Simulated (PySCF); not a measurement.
# C5H6NP: the cost of one run

Programs: PySCF 2.14.0, with routines of our own; each step states its level. All values are computed. Atoms count from 0.

### 1 The system as given

13 atoms, charge 0, multiplicity 1; geometry from: GFN2-xTB.

### 2 Geometry optimisation at B3LYP/cc-pVDZ

The job: settings as JSON, then the geometry in Å.

```
{"job": {"xc": "B3LYP", "basis": "cc-pVDZ", "grid": 1, "kind": "geom"}, "charge": 0, "multiplicity": 1}
C     -2.032206    -0.487407     0.246693
C     -0.549634    -0.285389     0.140354
C     -0.062527     0.876036    -0.433548
C      1.290852     1.147708    -0.571769
N      2.274905     0.356510    -0.184935
C      2.037679    -0.797967     0.384131
P      0.502025    -1.542572     0.754804
H     -2.490227    -0.464153    -0.742056
H     -2.481780     0.309923     0.838426
H     -2.260935    -1.442396     0.715737
H     -0.772505     1.610606    -0.792526
H      1.610417     2.075752    -1.029997
H      2.929549    -1.356167     0.656959
```

Launch:

```
$ OMP_NUM_THREADS=1 python excited_run.py task.json out
```

The driver reads the jobs from task.json and runs them one after another.

**Question.** How long does this first job take on 1 thread of Arm Neoverse V2, shared host, and how much memory does it need?

About 23 s, with a peak of 0.58 GiB.
